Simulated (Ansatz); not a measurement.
**AlFH5NSi2: basis-set convergence**

One table from this session's results is given with a row withheld; the runs are named, their logs left out.

Method: one geometry, several basis sets; program: Ansatz 0.2.0, Gaussian basis.

The runs, in order: PBE0-D4/def2-SVP; ωB97M-V/def2-SVP; PBE0-D4/def2-QZVPP; ωB97M-V/def2-QZVPP; the functionals' def2-TZVPP values are taken from earlier runs.

## The geometry

The geometry comes from an earlier relaxation with PBE0-D4 in a triple-zeta def2 set; it is a stationary point, not always the lowest conformer.

SMILES `N[Si@@H]1[AlH][Si@H]1F`, 10 atoms, charge 0, spin multiplicity 1.

Atoms are counted from 1 here; the program's logs count them from 0.

Bond lengths: N1–Si2 1.711 Å, N1–H6 1.006 Å, N1–H7 1.006 Å, Si2–Al3 2.508 Å, Si2–Si4 2.311 Å, Si2–H8 1.495 Å, Al3–Si4 2.316 Å, Al3–H9 1.593 Å, Si4–F5 1.611 Å, Si4–H10 1.621 Å. Angles: Si2–N1–H6 121.7°, Si2–N1–H7 123.1°, H6–N1–H7 112.5°, N1–Si2–Al3 120.2°, N1–Si2–Si4 122.2°, N1–Si2–H8 102.8°, Al3–Si2–Si4 57.3°, Al3–Si2–H8 125.6°, Si4–Si2–H8 124.7°, Si2–Al3–Si4 57.1°, Si2–Al3–H9 151.0°, Si4–Al3–H9 149.3°, Si2–Si4–Al3 65.7°, Si2–Si4–F5 142.0°, Si2–Si4–H10 77.6°, Al3–Si4–F5 148.4°, Al3–Si4–H10 54.8°, F5–Si4–H10 108.0°.

The first run:

Input file in.yaml:

```yaml
crystal:
  periodic: [false, false, false]
  atoms:
    - {symbol: N, position_ang: [-1.954315, -0.071176, -0.802361]}
    - {symbol: Si, position_ang: [-0.278854, -0.369023, -0.623058]}
    - {symbol: Al, position_ang: [0.722817, -0.611314, 1.663737]}
    - {symbol: Si, position_ang: [1.160676, 1.195467, 0.282843]}
    - {symbol: F, position_ang: [2.144833, 2.402531, -0.127238]}
    - {symbol: H, position_ang: [-2.427129, -0.225206, -1.676409]}
    - {symbol: H, position_ang: [-2.476419, 0.523483, -0.181293]}
    - {symbol: H, position_ang: [0.032778, -1.229296, -1.805804]}
    - {symbol: H, position_ang: [1.120629, -1.500810, 2.924059]}
    - {symbol: H, position_ang: [2.037985, -0.165758, 0.348623]}
basis:
  gaussian: {orbitals: def2-SVP}
hamiltonian: {xc: pbe0, dispersion: d4}
output: {orbitals: {seedname: orbitals}}
```

Steps of the session up to this table: PBE0-D4 in def2-SVP; ωB97M-V in def2-SVP; PBE0-D4 in def2-QZVPP; ωB97M-V in def2-QZVPP.

One of the session's tables, all rows but one given; the rest of the session is left out.

It belongs to the step «Functionals by basis». 

```
functional       basis  HOMO (eV)
   PBE0-D4    def2-SVP      -6.20
   PBE0-D4  def2-TZVPP      -6.26
   PBE0-D4  def2-QZVPP      -6.29
   ωB97M-V    def2-SVP          ?
   ωB97M-V  def2-TZVPP      -8.12
   ωB97M-V  def2-QZVPP      -8.15
```

**Question.** Estimate the row for ωB97M-V, def2-SVP.

**Answer.** HOMO (eV): -8.02. In the column «HOMO (eV)» it lies between ωB97M-V, def2-TZVPP (-8.12) and PBE0-D4, def2-QZVPP (-6.29).
